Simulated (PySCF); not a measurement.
# H2O3SW: the cost of one run

Programs: PySCF 2.14.0. All values are calculated, for the isolated system unless a continuum is named. Atoms count from 0, parts from 1.

## Step 1: Starting point

Each species was relaxed by itself at PBE0-D3(BJ)/def2-SVP.

## Step 2: Reaction energy: wB97M-D3(BJ)/def2-TZVPD

The job: settings as JSON, then the geometry in Å.

```
{"job": {"kind": "react", "xc": "wB97M-D3(BJ)", "basis": "def2-TZVPD"}, "charge": 0, "multiplicity": 1}
-1 BrHO3W charge 0 multiplicity 1
O      0.353060    -1.826980    -0.027960
W      0.364510    -0.129850    -0.060860
O      0.807240     0.296340    -1.642920
O     -1.343810     0.519790     0.309720
Br     2.047000     0.683880     1.486500
H     -2.227920     0.456780    -0.064470

-1 H2S charge 0 multiplicity 1
S     -0.009200     0.617090    -0.005270
H     -0.976930    -0.322980    -0.000340
H      0.966080    -0.315080     0.007740

+1 H2O3SW charge 0 multiplicity 1
O     -0.047740    -0.344840    -1.809660
W      0.360280     0.048740    -0.204600
O      1.989400     0.534390    -0.183890
O      0.087940    -1.428310     0.915640
S     -0.896350     1.925550     0.450970
H      0.513360    -2.279630     1.055250
H     -2.006880     1.543950    -0.223630

+1 BrH charge 0 multiplicity 1
Br     0.713960    -0.007540    -0.001510
H     -0.708040     0.010880     0.000730
```

Method: wB97M-D3(BJ)/def2-TZVPD reaction energy of separated species, gas phase.

Launch:

```bash
$ OMP_NUM_THREADS=1 python cluster_run.py task.json out
```

The driver reads the jobs from task.json and runs them one after another.

Q: Estimate the wall time and peak memory of this first job on 1 thread of Arm Neoverse V2, shared host.

About 54 s, with a peak of 0.79 GiB.
